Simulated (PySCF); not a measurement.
# C2Cl2N2S2Si (Si(NCS)2Cl2): the cost of one run

Computed with PySCF 2.14.0, with density-fitted response routines of our own, on a single molecule in the gas phase. Atoms are numbered from 0 throughout.

**1. Starting geometry**

9 atoms, charge 0, multiplicity 1; geometry from: GFN2-xTB. The atoms were then displaced at random by about 0.03 Å, so the start is not that level's minimum.

Bonds of the start (Å): Si0–N1 1.69, Si0–N4 1.66, Si0–Cl7 2.09, Si0–Cl8 1.94, N1–C2 1.19, C2–S3 1.54, N4–C5 1.18, C5–S6 1.57.

**2. Optimising the geometry at PBE0-D3(BJ)/def2-SVP**

What the job is given:

```
{"job": {"xc": "PBE0", "basis": "def2-SVP", "d3": "d3bj", "grid": 1, "maxiter": 40, "shake": 0.03, "kind": "geom"}, "charge": 0, "multiplicity": 1}
Si    -0.599590    -0.081040    -0.459040
N     -0.571310    -0.007650     1.227680
C     -0.904890    -0.047250     2.367860
S     -1.036550    -0.082350     3.898750
N      0.978290    -0.036870    -0.958390
C      1.977370     0.058790    -1.584310
S      3.356140     0.104010    -2.343710
Cl    -1.504830     1.682530    -1.129000
Cl    -1.561880    -1.659620    -1.045510
```

Launch:

```sh
> OMP_NUM_THREADS=1 python probes_run.py task.json out
```

One launch serves the whole session: the jobs run in the order shown.

**Question.** How long does this first job take on 1 thread of Arm Neoverse V2, shared host, and how much memory does it need?

About 2.4 min, with a peak of 0.61 GiB.
